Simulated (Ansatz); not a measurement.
Write a Python script for the Python package of Ansatz (0.2.0) that makes the interaction energy of a dimer with the counterpoise correction of C₂H₄Si, SMILES C1=C[SiH2]1. Level of theory (for the species named): MP2, cc-pVDZ basis, multiplicity 1.

```xyz
7

C    -0.7511   -0.4583   -0.2203
C     0.2996   -0.2774   -0.9232
Si    0.4169    0.4598    0.6548
H    -1.7064   -0.8165   -0.3059
H     0.7141   -0.5271   -1.8950
H     0.0923    1.9019    0.8441
H     0.9958   -0.3504    1.7998
```

`dimer_c2h4si.py`
```python
"""Binding of a C2H4Si dimer at a trial geometry."""

import ansatz as az

BASIS_SET = "cc-pVDZ"
LEVEL = "MP2"

FIRST = [
    ("C", (-0.7598, -0.4486, -0.2138)),
    ("C", (0.2909, -0.2677, -0.9167)),
    ("Si", (0.4082, 0.4695, 0.6613)),
    ("H", (-1.7151, -0.8068, -0.2994)),
    ("H", (0.7054, -0.5174, -1.8885)),
    ("H", (0.0836, 1.9116, 0.8506)),
    ("H", (0.9871, -0.3407, 1.8063)),
]
SECOND = [
    ("C", (3.4534, 4.5613, -0.1221)),
    ("C", (2.9713, 3.4137, -0.4076)),
    ("Si", (2.9884, 3.7222, 1.3105)),
    ("H", (3.938, 5.3467, -0.5655)),
    ("H", (2.7383, 2.7894, -1.2646)),
    ("H", (4.1088, 3.2263, 2.1589)),
    ("H", (1.7751, 4.3719, 1.9495)),
]

def energy(atoms, ghosts=()):
    molecule = az.Crystal.molecule()
    for symbol, xyz in atoms:
        molecule = molecule.atom(symbol, xyz)
    calc = (
        molecule.calculation()
        .basis(gaussian=BASIS_SET)  # atom-centred Gaussian functions
        .correlation(LEVEL)
    )
    deck = calc.input()
    if ghosts:
        deck = deck.set(az.key.basis.gaussian.ghost_atoms, [{"symbol": s, "position_ang": list(xyz)} for s, xyz in ghosts])
    return az.Session.from_dict(deck).plan().execute().report["free_energy_ev"]

# monomers in their own basis and in the basis of the dimer
both = energy(FIRST + SECOND)
alone = energy(FIRST) + energy(SECOND)
ghosted = energy(FIRST, SECOND) + energy(SECOND, FIRST)
print(f"dimer {both:.6f} eV")
print(f"interaction, uncorrected   {96.485332 * (both - alone):8.3f} kJ/mol")
print(f"interaction, counterpoise  {96.485332 * (both - ghosted):8.3f} kJ/mol")
print(f"basis-set superposition    {96.485332 * (alone - ghosted):8.3f} kJ/mol")
```

```console
$ python dimer_c2h4si.py
dimer -19986.563702 eV
interaction, uncorrected     -2.952 kJ/mol
interaction, counterpoise    -1.091 kJ/mol
basis-set superposition       1.860 kJ/mol
```

Uncorrected it is -2.952 kJ/mol, with the counterpoise correction -1.091 kJ/mol; the difference, 1.86 kJ/mol, is the superposition error.

Total energies depend on the basis set; only differences at equal settings carry meaning. The dimer is a generated trial pose of unrelaxed monomers, not a minimum, so the figure is no binding energy, and the basis set is small. It ran for 5.6 s on 1 thread of Intel(R) Xeon(R) 6975P-C (Granite Rapids) (shared host), peak memory 0.31 GiB.

(Lines on the test bed's own set-up are left out of the output.)
